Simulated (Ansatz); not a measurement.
# CH8AsB: the cost of one run

Method: UKS BLYP/def2-SVP, in Ansatz 0.2.0.

## (1) The system as given

Bond lengths: B1–C2 1.857 Å, B1–H3 1.175 Å, B1–H4 1.176 Å, B1–H5 1.234 Å, B1–As6 2.370 Å, C2–H7 1.085 Å, C2–H8 1.089 Å, C2–H9 1.087 Å, As6–H10 1.520 Å, As6–H11 1.513 Å. Angles (14 of 19 angles, heavy atoms first): C2–B1–As6 105.7°, B1–C2–H7 97.5°, B1–C2–H8 118.2°, B1–C2–H9 114.7°, C2–B1–H3 108.2°, C2–B1–H4 109.0°, C2–B1–H5 49.0°, H3–B1–As6 107.4°, H4–B1–As6 105.5°, H5–B1–As6 56.7°, B1–As6–H10 99.4°, B1–As6–H11 96.2°, H7–C2–H8 107.4°, H7–C2–H9 107.8°.

As a file:

```xyz
11

B     0.3753   -0.2843   -0.9260
C     0.7945   -0.4964    0.8704
H     1.2624    0.2844   -1.4450
H     0.0009   -1.3129   -1.3552
H    -0.1524    0.1795    0.0884
As   -1.5113    1.1498   -0.9788
H     1.5789   -1.2350    0.7463
H     0.0418   -0.9291    1.5275
H     1.2345    0.3799    1.3399
H    -1.2209    1.9868    0.2559
H    -2.4038    0.2772   -0.1233
```

## (2) Pulling towards end A

Springs on the bonds that form and break draw the guess towards this end; the thresholds are loose.

Input file input.yaml:

```yaml
crystal:
  periodic: [false, false, false]
  atoms:
    - { symbol: B, position_ang: [0.3753, -0.2843, -0.926] }
    - { symbol: C, position_ang: [0.7945, -0.4964, 0.8704] }
    - { symbol: H, position_ang: [1.2624, 0.2844, -1.445] }
    - { symbol: H, position_ang: [0.0009, -1.3129, -1.3552] }
    - { symbol: H, position_ang: [-0.1524, 0.1795, 0.0884] }
    - { symbol: As, position_ang: [-1.5113, 1.1498, -0.9788] }
    - { symbol: H, position_ang: [1.5789, -1.235, 0.7463] }
    - { symbol: H, position_ang: [0.0418, -0.9291, 1.5275] }
    - { symbol: H, position_ang: [1.2345, 0.3799, 1.3399] }
    - { symbol: H, position_ang: [-1.2209, 1.9868, 0.2559] }
    - { symbol: H, position_ang: [-2.4038, 0.2772, -0.1233] }
magnetization:
  spin_polarized: true
basis:
  gaussian: { orbitals: def2-SVP }
hamiltonian:
  xc: blyp
relax:
  f_tol: 0.15
  max_steps: 25
  restrain:
    - { distance: [0, 5], at: 3.33, k: 30.0 }
    - { distance: [4, 1], at: 2.37, k: 30.0 }
    - { distance: [0, 1], at: 1.6, k: 30.0 }
    - { distance: [4, 5], at: 1.5, k: 30.0 }
output:
  orbitals: {}
```

Command:

```console
ansatz run input.yaml --threads 4 --pin off --max-ram 5120MiB --backend cpu --events-out ev --progress --plain --runs-dir out
```

Q: Estimate wall time and peak memory on 4 threads of Arm Neoverse N1, shared host.

About 25 s, with a peak of 0.17 GiB.
